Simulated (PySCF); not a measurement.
# 3,3,3-trifluoropropanal (C₃H₃F₃O): geometry, NMR shifts, spin-spin couplings, electronic excitations and core binding energies

Wanted: the NMR shifts, spin-spin couplings, electronic excitations and core binding energies of 3,3,3-trifluoropropanal (C₃H₃F₃O) (`O=CCC(F)(F)F`), by calculation.

Computed with PySCF 2.14.0, with density-fitted response routines of our own, on a single molecule in the gas phase. Atoms count from 0, in the outputs and in this text.

### 1 The molecule as given

10 atoms, charge 0, multiplicity 1; geometry from: GFN2-xTB.

Bonds of the start (Å): O0–C1 1.19, C1–C2 1.52, C2–C3 1.52, C3–F4 1.34, C3–F5 1.34, C3–F6 1.34, C1–H7 1.10, C2–H8 1.09, C2–H9 1.09.

### 2 Geometry optimisation at PBE0-D3(BJ)/def2-SVP

The job: settings as JSON, then the geometry in Å.

```
{"job": {"xc": "PBE0", "basis": "def2-SVP", "d3": "d3bj", "grid": 1, "kind": "geom"}, "charge": 0, "multiplicity": 1}
O      2.335958     0.857464    -0.101819
C      1.172365     0.820313     0.152672
C      0.363806    -0.461363     0.240452
C     -1.046531    -0.276711    -0.286764
F     -1.066608     0.072198    -1.578413
F     -1.768450    -1.399819    -0.177969
F     -1.715569     0.676156     0.378904
H      0.583938     1.729335     0.369067
H      0.292831    -0.749461     1.293661
H      0.857142    -1.263458    -0.312319
```

**Question.** This job is followed by: GIAO PBE0/pcSseg-1 NMR shielding, non-relativistic, gas phase; B3LYP/pcJ-1 indirect spin-spin coupling, non-relativistic, gas phase; TDDFT PBE0/def2-SVPD, vertical, gas phase, core orbitals frozen in the response; GIAO CAM-B3LYP/pcSseg-2 NMR shielding, non-relativistic, gas phase; delta-SCF UKS SCAN, pcX-2 on the ionised atom, pcseg-1 elsewhere, spin-free X2C. What will the session give for the following? point group; rotational constants (main isotopes); ¹³C shifts against TMS (PBE0/pcSseg-1); ¹H shifts against TMS (PBE0/pcSseg-1, means over atoms taken as alike); ¹⁷O shifts against H2O (PBE0/pcSseg-1); ¹⁹F shifts against CFCl3 (PBE0/pcSseg-1, means over atoms taken as alike); largest coupling of the table (B3LYP/pcJ-1); lowest singlet (PBE0/def2-SVPD); brightest single state of those computed; lowest triplet; vertical ionisation energy (ΔSCF); vertical electron affinity (ΔSCF); C1s binding energies, SCAN/pcX-2 (standing for 2 of 3 atoms); O1s binding energies, SCAN/pcX-2; F1s binding energies, SCAN/pcX-2; range of the shift of O0.

As calculated:

```
                                                                 quantity                                             value
                                                              point group                                                C1
                                     rotational constants (main isotopes)                              5.21, 1.62, 1.61 GHz
                                   ¹³C shifts against TMS (PBE0/pcSseg-1)                            196.9, 129.5, 50.9 ppm
   ¹H shifts against TMS (PBE0/pcSseg-1, means over atoms taken as alike)                                    9.77, 2.76 ppm
                                   ¹⁷O shifts against H2O (PBE0/pcSseg-1)                                         742.2 ppm
¹⁹F shifts against CFCl3 (PBE0/pcSseg-1, means over atoms taken as alike)                                         -75.7 ppm
                              largest coupling of the table (B3LYP/pcJ-1)                          ¹J(C,F) C3–F4, -344.3 Hz
                                          lowest singlet (PBE0/def2-SVPD)                       4.27 eV (291 nm), f = 0.000
                                 brightest single state of those computed                       state 6, 8.87 eV, f = 0.091
                                                           lowest triplet                                           3.59 eV
                                        vertical ionisation energy (ΔSCF)                                          10.71 eV
                                        vertical electron affinity (ΔSCF)  -0.74 eV (unbound: the value hangs on the basis)
             C1s binding energies, SCAN/pcX-2 (standing for 2 of 3 atoms)                           C3 298.86, C2 292.40 eV
                                         O1s binding energies, SCAN/pcX-2                                      O0 539.00 eV
                                         F1s binding energies, SCAN/pcX-2                                      F4 694.43 eV
                                                 range of the shift of O0                                726.3 to 742.2 ppm
```

What this shows: The optimisation took 6 steps and gained 0.022 eV; among the close pairs (by a distance rule), C1–H7 changed most, from 1.104 to 1.119 Å. No frequency check was run at this level, so the end point may be a saddle. The most deshielded hydrogen is H7 (hydrogen on an aldehyde carbonyl carbon), at 9.77 ppm: the formyl region, downfield of aromatic protons. At PBE0/pcSseg-1: Shielding is most anisotropic at O0 (span 1446 ppm, paramagnetic term -804 ppm). In the run at B3LYP/pcJ-1, the largest coupling of the table is C3–F4 (mean over like pairs), -344.3 Hz, of which the Fermi-contact term gives -319.5 Hz. Couplings across rotatable bonds belong to this one conformer; where others are populated, the observed values are averages. Density functionals describe couplings to fluorine poorly, F–F couplings above all, so those rows are rough. The lowest singlet, at 4.27 eV, is HOMO→LUMO 0.99 and is dark; of the 10 states computed, the strongest absorption comes from state 6 at 8.87 eV (the last state computed is bright too, and its partners may lie past the list). The lowest triplet lies 0.67 eV below the lowest singlet (triplets in Tamm-Dancoff, singlets in full TDDFT). The orbital energy would give 8.23 eV for ionisation, ΔSCF gives 10.71 eV. The C1s levels kept as sound span 6.46 eV, from C2 (sp3 CH2 α to a carbonyl) up to C3 (CF3 carbon). Only 2 of the 3 C atoms are covered by sound results.
